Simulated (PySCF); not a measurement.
# C3H2FNSe: the cost of one run

Programs: PySCF 2.14.0, with density-fitted response routines of our own. Each step states its level of theory. These are calculated values for one molecule in the gas phase, unless marked as measured. Atoms count from 0, in the outputs and in this text.

## 1. The molecule as given

8 atoms, charge 0, multiplicity 1; geometry from: GFN2-xTB. The atoms were then displaced at random by about 0.01 Å, so the start is not that level's minimum.

Bonds of the start (Å): F0–C1 1.32, C1–C2 1.36, C2–Se3 1.90, Se3–C4 1.87, C4–N5 1.27, N5–C1 1.34, C2–H6 1.05, C4–H7 1.09.

## 2. Optimising the geometry at PBE0-D3(BJ)/def2-SVP

The job: settings as JSON, then the geometry in Å.

```
{"job": {"xc": "PBE0", "basis": "def2-SVP", "d3": "d3bj", "grid": 1, "shake": 0.01, "kind": "geom"}, "charge": 0, "multiplicity": 1}
F     -1.585800    -1.024150    -1.232320
C     -0.671850    -0.407710    -0.509090
C     -0.929900     0.697590     0.247710
Se     0.680400     1.216750     1.103020
C      1.388680    -0.265540     0.200980
N      0.573620    -0.910790    -0.529010
H     -1.841330     1.202760     0.360960
H      2.441310    -0.528050     0.305290
```

Launch:

```sh
> OMP_NUM_THREADS=1 python probes_run.py task.json out
```

One launch serves the whole session: the jobs run in the order shown.

**Question.** How long does this first job take on 1 thread of Arm Neoverse V1, shared host, and how much memory does it need?

About 40 s, with a peak of 0.47 GiB.
